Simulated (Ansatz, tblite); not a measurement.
# The cluster Ge₃O₂: a ladder of methods and basis sets

Aim: run the singlet of the cluster Ge₃O₂ at one geometry on many levels, and compare frontier levels, spin and run time.

Method: as each input shows; program: Ansatz 0.2.0, Gaussian basis.

Levels to be run: GFN1-xTB, GFN2-xTB, PBE-D4/def2-TZVP, r2SCAN-D4/def2-TZVP, ωB97X-V/def2-TZVP, LC-ωPBE/def2-TZVP, PBE+10HF/def2-SVP, PBE+15HF/def2-SVP, PBE+40HF/def2-SVP, PBE-D4/def2-SVP, PBE0-D4/def2-SVP, HF/STO-3G, HF/6-31G, B3LYP-D4/6-31G, PBE0-D4/def2-TZVPD, PBE-D4/def2-TZVPD, r2SCAN-D4/def2-TZVPD, CCSD(T)/def2-SVP, MP2/def2-TZVP, RPA/def2-TZVP.

2 further runs of the same task are left out: 2 set aside as unsound or not needed. Runs told in other sessions of the task aren't counted.

### Step 1. The geometry

The geometry is that of the singlet, from an earlier relaxation (B3LYP-D4/def2-SVP). At that level it is the lowest of the isomers that a small search found.

5 atoms, charge 0, spin multiplicity 1.

Bond lengths: Ge1–O4 1.925 Å, Ge1–O5 1.926 Å, Ge2–O4 2.188 Å, Ge2–O5 2.187 Å, Ge3–O4 1.925 Å, Ge3–O5 1.926 Å. Angles: O4–Ge1–O5 76.5°, O4–Ge2–O5 66.1°, O4–Ge3–O5 76.5°, Ge1–O4–Ge2 75.8°, Ge1–O4–Ge3 102.0°, Ge2–O4–Ge3 75.8°, Ge1–O5–Ge2 75.8°, Ge1–O5–Ge3 102.0°, Ge2–O5–Ge3 75.8°.

As a file:

```xyz
5
charge 0, multiplicity 1
Ge    1.45244    0.27615    0.54735
Ge   -0.17075    0.76845   -1.33806
Ge   -1.34356   -0.76600    0.30556
O     0.43634   -1.08867   -0.35394
O    -0.37448    0.81008    0.83908
```

PBE0-D4/def2-TZVP was run before; its log isn't repeated, and its numbers join the tables.

### Step 2. GFN1-xTB

Tight binding, by tblite at 300 K electronic temperature and without a spin-polarisation term:

```python
tblite.interface.Calculator('GFN1-xTB', numbers, positions, charge=0, uhf=0).singlepoint()
```

Energy -390.6082 eV, HOMO -8.71 eV, LUMO -6.75 eV; 0.004 s.

### Step 3. GFN2-xTB

Tight binding, by tblite at 300 K electronic temperature and without a spin-polarisation term:

```python
tblite.interface.Calculator('GFN2-xTB', numbers, positions, charge=0, uhf=0).singlepoint()
```

Energy -382.7486 eV, HOMO -8.93 eV, LUMO -6.90 eV; 0.004 s.

### Step 4. PBE-D4/def2-TZVP

start.molden holds the orbitals of an earlier run on this state, given as this run's starting guess.

in.yaml

```yaml
crystal:
  periodic: [false, false, false]
  atoms:
    - {symbol: Ge, position_ang: [1.452440, 0.276146, 0.547348]}
    - {symbol: Ge, position_ang: [-0.170747, 0.768453, -1.338063]}
    - {symbol: Ge, position_ang: [-1.343555, -0.766004, 0.305561]}
    - {symbol: O, position_ang: [0.436339, -1.088666, -0.353941]}
    - {symbol: O, position_ang: [-0.374478, 0.810081, 0.839085]}
basis:
  gaussian: {orbitals: def2-TZVP, initial_orbitals: start.molden}
hamiltonian: {xc: pbe, dispersion: d4}
scf: {omitted_lower_state_checks: [starts]}
output: {orbitals: {seedname: orbitals}}
```

On the command line:

```console
ansatz run in.yaml --threads 4 --pin off --events-out ev --progress --plain --max-ram 4787MiB
```

Further steps of the session: r2SCAN-D4/def2-TZVP; ωB97X-V/def2-TZVP; LC-ωPBE/def2-TZVP; PBE+10HF/def2-SVP; PBE+15HF/def2-SVP; PBE+40HF/def2-SVP; PBE-D4/def2-SVP; PBE0-D4/def2-SVP; HF/STO-3G; HF/6-31G; B3LYP-D4/6-31G; PBE0-D4/def2-TZVPD; PBE-D4/def2-TZVPD; r2SCAN-D4/def2-TZVPD; CCSD(T)/def2-SVP; MP2/def2-TZVP; RPA/def2-TZVP.

**Question.** What will the summary of the whole plan be? Wanted: gap in def2-TZVP, named functionals, smallest and largest; gap over the share of exact exchange; correlation energy, CCSD(T)/def2-SVP; correlation energy, MP2/def2-TZVP; binding an atom, CCSD(T)/def2-SVP; PBE0 total energy, smallest basis above largest.

**Answer**, as computed:

| quantity | value |
| --- | --- |
| gap in def2-TZVP, named functionals, smallest and largest | 2.39 eV (PBE-D4), 7.92 eV (LC-ωPBE) |
| gap over the share of exact exchange | 2.47 eV at 0, 4.83 eV at 0.4 |
| correlation energy, CCSD(T)/def2-SVP | -28.45 eV |
| correlation energy, MP2/def2-TZVP | -32.46 eV |
| binding an atom, CCSD(T)/def2-SVP | 3.230 eV |
| PBE0 total energy, smallest basis above largest | 26.47 eV (def2-SVP, def2-TZVPD) |

In words: Over the named functionals in def2-TZVP the gap runs from 2.39 eV (PBE-D4) to 7.92 eV (LC-ωPBE); exact exchange widens it. Raising the share of exact exchange from 0 to 0.4 moves the HOMO by -1.35 eV and the LUMO by +1.00 eV. A small miss in a minimal or small basis is a cancelling of errors, not accuracy. The functionals in def2-TZVP miss CCSD(T)/def2-SVP by +0.285 (LC-ωPBE) to +0.675 eV (PBE-D4) an atom. The yardstick is in a double-zeta basis, so levels in larger sets aren't compared like for like. CCSD(T)/def2-SVP isn't at the basis-set limit; small misses against it rank nothing.
